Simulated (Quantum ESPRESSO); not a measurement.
# NbAs in Quantum ESPRESSO: further runs

Aim: see how the results for NbAs move with the level of theory and the settings. Levels: PBEsol, RPBE+D3(BJ). Tasks: relaxation of the atoms.

Everything below comes from runs of Quantum ESPRESSO 7.5. Logs are shortened: lines on timing, memory, paths and dates and some standing lists are left out, and cuts for length are marked.

### Step 1. Starting point

The cell holds a sheet with vacuum, 2 atoms: a = 3.612 Å, b = 3.612 Å, c = 23.800 Å, α = 90.00°, β = 90.00°, γ = 90.00°.

The cell was built by a generator and needn't be a form met in nature.

### Step 2. Relaxation of the atoms, PBEsol

File pw.in:

```
&CONTROL
  calculation = 'relax'
  prefix = 'pwscf'
  outdir = './tmp'
  pseudo_dir = './pseudo'
  tprnfor = .true.
  disk_io = 'low'
  nstep = 40
  forc_conv_thr = 0.001
  etot_conv_thr = 0.0001
  max_seconds = 1215
/
&SYSTEM
  ibrav = 0
  celldm(1) = 8
  nat = 2
  ntyp = 2
  ecutwfc = 40
  ecutrho = 200
  nbnd = 15
  occupations = 'smearing'
  smearing = 'mp'
  degauss = 0.01469973
  assume_isolated = '2D'
/
&ELECTRONS
  conv_thr = 4d-08
  electron_maxstep = 150
  mixing_beta = 0.3
  mixing_mode = 'local-TF'
  tqr = .true.
/
&IONS
  upscale = 10
  ion_dynamics = 'bfgs'
/
ATOMIC_SPECIES
Nb    92.9064 nb_pbesol_v1.uspp.F.UPF
As    74.9216 as_pbesol_v1.uspp.F.UPF
CELL_PARAMETERS alat
  0.8531404805389  -0.0000000000000   0.0000000000000
 -0.0000000000000   0.8531404805389   0.0000000000000
  0.0000000000000   0.0000000000000   5.6219352207617
ATOMIC_POSITIONS crystal
Nb     0.0000000000    0.0000000000    0.0000000000
As     0.5000000000    0.5000000000    0.0000000000
K_POINTS automatic
7 7 1 0 0 0
```

File pp_density.in:

```
&INPUTPP
  prefix = 'pwscf'
  outdir = './tmp'
  filplot = 'density.dat'
  plot_num = 0
/
&PLOT
  nfile = 1
  filepp(1) = 'density.dat'
  iflag = 3
  output_format = 6
  fileout = 'density.cube'
/
```

File pp_potential.in:

```
&INPUTPP
  prefix = 'pwscf'
  outdir = './tmp'
  filplot = 'potential.dat'
  plot_num = 11
/
&PLOT
  nfile = 1
  filepp(1) = 'potential.dat'
  iflag = 3
  output_format = 6
  fileout = 'potential.cube'
/
```

Potentials or basis: GBRV 1.5 PBEsol.

On the command line:

```console
OMP_NUM_THREADS=1 mpirun -n 2 pw.x -nk 2 -in pw.in > pw.out
OMP_NUM_THREADS=1 mpirun -n 1 pp.x -in pp_density.in > pp_density.out
OMP_NUM_THREADS=1 mpirun -n 1 pp.x -in pp_potential.in > pp_potential.out
```

pw.out:

```text
This program is part of the open-source Quantum ESPRESSO suite
     for quantum simulation of materials; please cite
[... 13 lines left out ...]
     --------------------
     sticks:   dense  smooth     PW     G-vecs:    dense   smooth      PW
     Sum         749     593    177               100231    71765   11643

     Using Slab Decomposition

     bravais-lattice index     =            0
     lattice parameter (alat)  =       8.0000  a.u.
     unit-cell volume          =    2095.0621 (a.u.)^3
     number of atoms/cell      =            2
     number of atomic types    =            2
     number of electrons       =        18.00
     number of Kohn-Sham states=           15
     kinetic-energy cutoff     =      40.0000  Ry
     charge density cutoff     =     200.0000  Ry
     scf convergence threshold =      4.0E-08
     mixing beta               =       0.3000
     number of iterations used =            8  local-TF  mixing
     energy convergence thresh.=      1.0E-04
     force convergence thresh. =      1.0E-03
     Exchange-correlation= SLA  PW   PSX  PSC
                           (   1   4  10   8   0   0   0)
     nstep                     =           40

     celldm(1)=   8.000000  celldm(2)=   0.000000  celldm(3)=   0.000000
     celldm(4)=   0.000000  celldm(5)=   0.000000  celldm(6)=   0.000000

     crystal axes: (cart. coord. in units of alat)
               a(1) = (   0.853140  -0.000000   0.000000 )
               a(2) = (  -0.000000   0.853140   0.000000 )
               a(3) = (   0.000000   0.000000   5.621935 )

     reciprocal axes: (cart. coord. in units 2 pi/alat)
               b(1) = (  1.172140  0.000000 -0.000000 )
               b(2) = (  0.000000  1.172140 -0.000000 )
               b(3) = ( -0.000000 -0.000000  0.177875 )

     PseudoPot. # 1 for Nb read from file:
     nb_pbesol_v1.uspp.F.UPF
     Pseudo is Ultrasoft + core correction, Zval = 13.0
     Generated by new atomic code, or converted to UPF format
     Using radial grid of  887 points,  6 beta functions with:
                l(1) =   0
                l(2) =   0
                l(3) =   1
                l(4) =   1
                l(5) =   2
                l(6) =   2
     Q(r) pseudized with  6 coefficients,  rinner =    1.000   1.000   1.000
                                                       1.000   1.000

     PseudoPot. # 2 for As read from file:
     as_pbesol_v1.uspp.F.UPF
     Pseudo is Ultrasoft + core correction, Zval =  5.0
     Generated by new atomic code, or converted to UPF format
     Using radial grid of  875 points,  6 beta functions with:
                l(1) =   0
                l(2) =   0
                l(3) =   1
                l(4) =   1
                l(5) =   2
                l(6) =   2
     Q(r) pseudized with  8 coefficients,  rinner =    1.300   1.300   1.300
                                                       1.300   1.300

     atomic species   valence    mass     pseudopotential
     Nb               13.00    92.90640     Nb( 1.00)
     As                5.00    74.92160     As( 1.00)

     16 Sym. Ops., with inversion, found

   Cartesian axes

     site n.     atom                  positions (alat units)
         1        Nb     tau(   1) = (   0.0000000   0.0000000   0.0000000  )
         2        As     tau(   2) = (   0.4265702   0.4265702   0.0000000  )

     number of k points=    10  Methfessel-Paxton smearing, width (Ry)=  0.0147
                       cart. coord. in units 2pi/alat
        k(    1) = (   0.0000000   0.0000000   0.0000000), wk =   0.0408163
        k(    2) = (   0.0000000   0.1674486   0.0000000), wk =   0.1632653
        k(    3) = (   0.0000000   0.3348971   0.0000000), wk =   0.1632653
        k(    4) = (   0.0000000   0.5023457   0.0000000), wk =   0.1632653
        k(    5) = (   0.1674486   0.1674486   0.0000000), wk =   0.1632653
        k(    6) = (   0.1674486   0.3348971   0.0000000), wk =   0.3265306
        k(    7) = (   0.1674486   0.5023457   0.0000000), wk =   0.3265306
        k(    8) = (   0.3348971   0.3348971   0.0000000), wk =   0.1632653
        k(    9) = (   0.3348971   0.5023457   0.0000000), wk =   0.3265306
        k(   10) = (   0.5023457   0.5023457   0.0000000), wk =   0.1632653

     Dense  grid:   100231 G-vectors     FFT dimensions: (  32,  32, 216)

     Smooth grid:    71765 G-vectors     FFT dimensions: (  27,  27, 192)
     Real space treatment of Q(r)

 ----2D----2D----2D----2D----2D----2D----2D----2D----2D----2D----2D----2D
  The code is running with the 2D cutoff
  Please refer to:
  Sohier, T., Calandra, M., & Mauri, F. (2017),
  Density functional perturbation theory for gated two-dimensional heterostructures:
  Theoretical developments and application to flexural phonons in graphene.
  Physical Review B, 96(7), 75448.
 ----2D----2D----2D----2D----2D----2D----2D----2D----2D----2D----2D----2D

     Initializing real-space augmentation for DENSE grid
     Message from routine real_space_q:
     integrated real space q too different from target q
     Largest difference:   0.000792 for atom type # 2

     Initial potential from superposition of free atoms

     starting charge      17.9973, renormalised to      18.0000

     negative rho (up, down):  4.176E-03 0.000E+00
     Starting wfcs are   17 randomized atomic wfcs

     Self-consistent Calculation

     iteration #  1     ecut=    40.00 Ry     beta= 0.30
     Davidson diagonalization with overlap
     ethr =  1.00E-02,  avg # of iterations =  4.5

     negative rho (up, down):  3.541E-03 0.000E+00

     total energy              =    -157.81002046 Ry
     estimated scf accuracy    <       0.36213785 Ry

     iteration #  2     ecut=    40.00 Ry     beta= 0.30
     Davidson diagonalization with overlap
     ethr =  2.01E-03,  avg # of iterations =  1.0

     negative rho (up, down):  2.173E-03 0.000E+00

     total energy              =    -157.72135982 Ry
     estimated scf accuracy    <       0.19477876 Ry

     iteration #  3     ecut=    40.00 Ry     beta= 0.30
     Davidson diagonalization with overlap
     ethr =  1.08E-03,  avg # of iterations =  2.2

     negative rho (up, down):  2.351E-03 0.000E+00

     total energy              =    -157.75631507 Ry
     estimated scf accuracy    <       0.05693457 Ry

     iteration #  4     ecut=    40.00 Ry     beta= 0.30
     Davidson diagonalization with overlap
     ethr =  3.16E-04,  avg # of iterations =  2.3

     negative rho (up, down):  1.431E-03 0.000E+00

     total energy              =    -157.77475042 Ry
     estimated scf accuracy    <       0.07398610 Ry

     iteration #  5     ecut=    40.00 Ry     beta= 0.30
     Davidson diagonalization with overlap
     ethr =  3.16E-04,  avg # of iterations =  1.1

     negative rho (up, down):  1.282E-03 0.000E+00

     total energy              =    -157.77683975 Ry
     estimated scf accuracy    <       0.00946154 Ry

     iteration #  6     ecut=    40.00 Ry     beta= 0.30
     Davidson diagonalization with overlap
     ethr =  5.26E-05,  avg # of iterations =  4.8

     negative rho (up, down):  1.133E-03 0.000E+00

     total energy              =    -157.77810287 Ry
     estimated scf accuracy    <       0.00111740 Ry

     iteration #  7     ecut=    40.00 Ry     beta= 0.30
     Davidson diagonalization with overlap
     ethr =  6.21E-06,  avg # of iterations =  3.3

     negative rho (up, down):  9.747E-04 0.000E+00

     total energy              =    -157.77864718 Ry
     estimated scf accuracy    <       0.00181782 Ry

     iteration #  8     ecut=    40.00 Ry     beta= 0.30
     Davidson diagonalization with overlap
     ethr =  6.21E-06,  avg # of iterations =  2.0

     negative rho (up, down):  1.018E-03 0.000E+00

     total energy              =    -157.77823918 Ry
     estimated scf accuracy    <       0.00498366 Ry
[... 59 lines left out ...]
     negative rho (up, down):  4.449E-03 0.000E+00

     total energy              =    -157.77779045 Ry
     estimated scf accuracy    <       0.00000827 Ry

     iteration # 16     ecut=    40.00 Ry     beta= 0.30
     Davidson diagonalization with overlap
     ethr =  4.60E-08,  avg # of iterations =  2.1

     negative rho (up, down):  4.413E-03 0.000E+00

     total energy              =    -157.77778572 Ry
     estimated scf accuracy    <       0.00000114 Ry

     iteration # 17     ecut=    40.00 Ry     beta= 0.30
     Davidson diagonalization with overlap
     ethr =  6.33E-09,  avg # of iterations =  1.7

     negative rho (up, down):  4.382E-03 0.000E+00

     total energy              =    -157.77778432 Ry
     estimated scf accuracy    <       0.00000030 Ry

     iteration # 18     ecut=    40.00 Ry     beta= 0.30
     Davidson diagonalization with overlap
     ethr =  1.68E-09,  avg # of iterations =  2.4

     negative rho (up, down):  4.385E-03 0.000E+00

     total energy              =    -157.77778277 Ry
     estimated scf accuracy    <       0.00000029 Ry

     iteration # 19     ecut=    40.00 Ry     beta= 0.30
     Davidson diagonalization with overlap
     ethr =  1.63E-09,  avg # of iterations =  3.1

     negative rho (up, down):  4.393E-03 0.000E+00

     total energy              =    -157.77778288 Ry
     estimated scf accuracy    <       0.00000102 Ry

     iteration # 20     ecut=    40.00 Ry     beta= 0.30
     Davidson diagonalization with overlap
     ethr =  1.63E-09,  avg # of iterations =  2.1

     negative rho (up, down):  4.394E-03 0.000E+00

     End of self-consistent calculation

          k = 0.0000 0.0000 0.0000 (  8963 PWs)   bands (ev):

   -60.1438 -36.2623 -36.2623 -36.1624 -16.6229  -7.1764  -7.0116  -5.0580
    -4.7965  -4.7965  -4.7783  -4.1329  -4.1329  -0.9026  -0.8582

          k = 0.0000 0.1674 0.0000 (  8938 PWs)   bands (ev):

   -60.1426 -36.2871 -36.2578 -36.1605 -16.3991  -7.4988  -7.2926  -6.5224
    -5.1041  -4.8571  -4.0866  -3.9161  -2.6061  -0.6345  -0.6021

          k = 0.0000 0.3349 0.0000 (  8922 PWs)   bands (ev):

   -60.1399 -36.3422 -36.2477 -36.1561 -15.8132  -8.9330  -7.7276  -7.5373
    -4.7279  -4.3760  -3.9789  -3.2772  -0.1421  -0.1011  -0.0075

          k = 0.0000 0.5023 0.0000 (  8946 PWs)   bands (ev):

   -60.1378 -36.3859 -36.2396 -36.1526 -15.1985 -10.1455  -8.3454  -7.7199
    -4.4428  -3.8884  -3.3773  -2.2522  -0.9247   0.4477   1.5499

          k = 0.1674 0.1674 0.0000 (  8914 PWs)   bands (ev):

   -60.1414 -36.2832 -36.2818 -36.1586 -16.2097  -7.7352  -7.4534  -7.3202
    -4.8510  -4.4277  -3.8406  -3.4088  -2.9947  -0.4446  -0.3543

          k = 0.1674 0.3349 0.0000 (  8933 PWs)   bands (ev):

   -60.1386 -36.3375 -36.2722 -36.1543 -15.7338  -9.0202  -7.7695  -7.4176
    -4.6117  -4.5164  -3.7948  -2.7871  -1.2253  -0.2060   0.2314

          k = 0.1674 0.5023 0.0000 (  8939 PWs)   bands (ev):

   -60.1364 -36.3811 -36.2640 -36.1509 -15.2766  -9.8458  -8.2099  -7.5234
    -4.3855  -4.3738  -3.2374  -2.1717  -0.8416   0.2122   1.0278

          k = 0.3349 0.3349 0.0000 (  8974 PWs)   bands (ev):

   -60.1356 -36.3279 -36.3258 -36.1504 -15.5696  -9.1328  -7.7451  -7.1442
    -5.0192  -4.3999  -2.7901  -2.6232  -2.1519  -0.2656   0.7839

          k = 0.3349 0.5023 0.0000 (  8978 PWs)   bands (ev):

   -60.1332 -36.3702 -36.3183 -36.1472 -15.4551  -9.0163  -7.8922  -6.9553
    -5.0728  -4.2160  -3.1140  -2.9387  -1.0384   0.0919   1.1148

          k = 0.5023 0.5023 0.0000 (  8996 PWs)   bands (ev):

   -60.1307 -36.3617 -36.3613 -36.1442 -15.5990  -8.0577  -7.6549  -6.1637
    -5.4379  -4.3440  -4.1027  -2.8668  -1.5785  -0.7330   1.1990

     the Fermi energy is    -4.5139 ev

!    total energy              =    -157.77778322 Ry
     estimated scf accuracy    <       0.00000004 Ry
     smearing contrib. (-TS)   =      -0.00067641 Ry
     internal energy E=F+TS    =    -157.77710680 Ry

     The total energy is F=E-TS. E is the sum of the following terms:
     one-electron contribution =    -908.26187166 Ry
     hartree contribution      =     450.16363584 Ry
     xc contribution           =     -49.42697454 Ry
     ewald contribution        =     349.74810356 Ry

     convergence has been achieved in  20 iterations

     negative rho (up, down):  4.394E-03 0.000E+00

     Forces acting on atoms (cartesian axes, Ry/au):

     atom    1 type  1   force =     0.00000000    0.00000000    0.00000000
     atom    2 type  2   force =     0.00000000    0.00000000    0.00000000

     Total force =     0.000000     Total SCF correction =     0.000000

     BFGS Geometry Optimization
     Energy error            =      0.0E+00 Ry
     Gradient error          =      0.0E+00 Ry/Bohr

     bfgs converged in   1 scf cycles and   0 bfgs steps
     (criteria: energy <  1.0E-04 Ry, force <  1.0E-03 Ry/Bohr)

     End of BFGS Geometry Optimization

     Final energy             =    -157.7777832153 Ry
Begin final coordinates

ATOMIC_POSITIONS (crystal)
Nb               0.0000000000        0.0000000000        0.0000000000
As               0.5000000000        0.5000000000        0.0000000000
End final coordinates

=------------------------------------------------------------------------------=
   JOB DONE.
=------------------------------------------------------------------------------=
```

It took 1.7 min on 2 MPI ranks of Intel Xeon at 2.50GHz (Skylake/Cascade Lake), shared host; peak memory 0.32 GiB.

Results:

```
Free energy            : -2146.6761 eV
Band gap on the k mesh : none (metal or under the smearing width)
```

Final structure:
```yaml
crystal:
  lattice:
    - [3.61170, 0.00000, 0.00000]
    - [0.00000, 3.61170, 0.00000]
    - [0.00000, 0.00000, 23.80000]
  atoms:
    - { symbol: Nb, position: [0.00000, 0.00000, 0.00000] }
    - { symbol: As, position: [0.50000, 0.50000, 0.00000] }
```

Caveat: real space augmentation costs some meV and hundredths of eV per Å; the relaxation stopped at its first step, so nothing moved.

### Step 3. Relaxation of the atoms, RPBE+D3(BJ)

File pw.in:

```
&CONTROL
  calculation = 'relax'
  prefix = 'pwscf'
  outdir = './tmp'
  pseudo_dir = './pseudo'
  tprnfor = .true.
  disk_io = 'low'
  nstep = 30
  forc_conv_thr = 0.001
  etot_conv_thr = 0.0001
  max_seconds = 1215
/
&SYSTEM
  ibrav = 0
  nat = 2
  ntyp = 2
  ecutwfc = 40
  ecutrho = 200
  nbnd = 15
  input_dft = 'rpbe'
  occupations = 'smearing'
  smearing = 'fd'
  degauss = 0.00999582
  vdw_corr = 'grimme-d3'
  dftd3_version = 4
/
&ELECTRONS
  conv_thr = 4d-08
  electron_maxstep = 150
  mixing_beta = 0.3
  mixing_mode = 'local-TF'
  tqr = .true.
/
&IONS
  upscale = 10
  ion_dynamics = 'bfgs'
/
ATOMIC_SPECIES
Nb    92.9064 nb_pbe_v1.uspp.F.UPF
As    74.9216 as_pbe_v1.uspp.F.UPF
CELL_PARAMETERS angstrom
   3.6117000000    0.0000000000    0.0000000000
   0.0000000000    3.6117000000    0.0000000000
   0.0000000000    0.0000000000   23.8000000000
ATOMIC_POSITIONS crystal
Nb     0.0000000000    0.0000000000    0.2941200000
As     0.5000000000    0.5000000000    0.2941200000
K_POINTS automatic
7 7 1 0 0 0
```

Potentials or basis: GBRV 1.5 PBE.

On the command line:

```console
OMP_NUM_THREADS=1 mpirun -n 2 pw.x -nk 2 -in pw.in > pw.out
```

Run time: 81 s. Hardware: 2 MPI ranks of Intel Xeon at 2.50GHz (Skylake/Cascade Lake), shared host; peak memory 0.34 GiB.

It converged, with:

```
Free energy            : -2155.9732 eV
Band gap on the k mesh : none (metal or under the smearing width)
```

Forces on the atoms (eV/Å):
```
Nb   0.000  0.000 -0.002
As   0.000  0.000  0.002
```

Final structure:
```
Nb As
1.0
     3.61170    0.00000    0.00000
     0.00000    3.61170    0.00000
     0.00000    0.00000   23.80000
Nb As
1 1
Direct
  0.00000 0.00000 0.29412
  0.50000 0.50000 0.29412
```

Levels at points of the mesh, in eV from the Fermi level:
```csv
k point,band 7,band 8,band 9,band 10,band 11,band 12
"(0.00, 0.00, 0.00)",-2.41,-0.49,-0.25,-0.25,-0.23,0.43
```

Caveat: the potentials were made for another functional, which shifts forces and pressure; real space augmentation costs some meV and hundredths of eV per Å; the relaxation stopped at its first step, so nothing moved.
